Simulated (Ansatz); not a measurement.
# ClF2GeH3: the cost of one run

Program: Ansatz 0.2.0. Level of theory: RHF/def2-SVP. These are calculated values, not measurements.

### Step 1. Starting point

Bond lengths: Ge1–F2 2.030 Å, Ge1–F3 1.680 Å, Ge1–H4 1.549 Å, Ge1–H5 1.549 Å, Ge1–Cl6 2.520 Å. Angles: F2–Ge1–F3 109.4°, F2–Ge1–H4 109.5°, F2–Ge1–H5 109.5°, F2–Ge1–Cl6 71.6°, F3–Ge1–H4 109.5°, F3–Ge1–H5 109.5°, F3–Ge1–Cl6 178.9°, H4–Ge1–H5 109.5°, H4–Ge1–Cl6 70.0°, H5–Ge1–Cl6 70.0°.

Coordinates:

```xyz
7

Ge    0.0000    0.0000    0.0000
F     0.0000    0.0000    2.0300
F     1.5842    0.0000   -0.5594
H    -0.7300    1.2648   -0.5162
H    -0.7300   -1.2648   -0.5162
Cl   -2.3914    0.0000    0.7946
H    -1.1996    0.0000    1.9150
```

### Step 2. A restrained relaxation towards end A

Springs on the bonds that form and break draw the guess towards this end; the thresholds are loose.

input.yaml

```yaml
crystal:
  periodic: [false, false, false]
  atoms:
    - { symbol: Ge, position_ang: [0.0, 0.0, 0.0] }
    - { symbol: F, position_ang: [0.0, 0.0, 2.03] }
    - { symbol: F, position_ang: [1.5842, 0.0, -0.5594] }
    - { symbol: H, position_ang: [-0.73, 1.2648, -0.5162] }
    - { symbol: H, position_ang: [-0.73, -1.2648, -0.5162] }
    - { symbol: Cl, position_ang: [-2.3914, 0.0, 0.7946] }
    - { symbol: H, position_ang: [-1.1996, 0.0, 1.915] }
basis:
  gaussian: { orbitals: def2-SVP }
hamiltonian:
  xc: hf
relax:
  f_tol: 0.15
  max_steps: 25
  restrain:
    - { distance: [0, 5], at: 3.42, k: 30.0 }
    - { distance: [6, 1], at: 2.12, k: 30.0 }
    - { distance: [0, 1], at: 1.68, k: 30.0 }
    - { distance: [6, 5], at: 1.37, k: 30.0 }
output:
  orbitals: {}
```

Run with:

```
ansatz run input.yaml --threads 2 --pin off --max-ram 3072MiB --backend cpu --events-out ev --progress --plain --runs-dir out
```

**Question.** How long does this run take on 2 threads of Arm Neoverse V2, shared host, and how much memory does it need?

About 8.8 s, with a peak of 0.19 GiB.
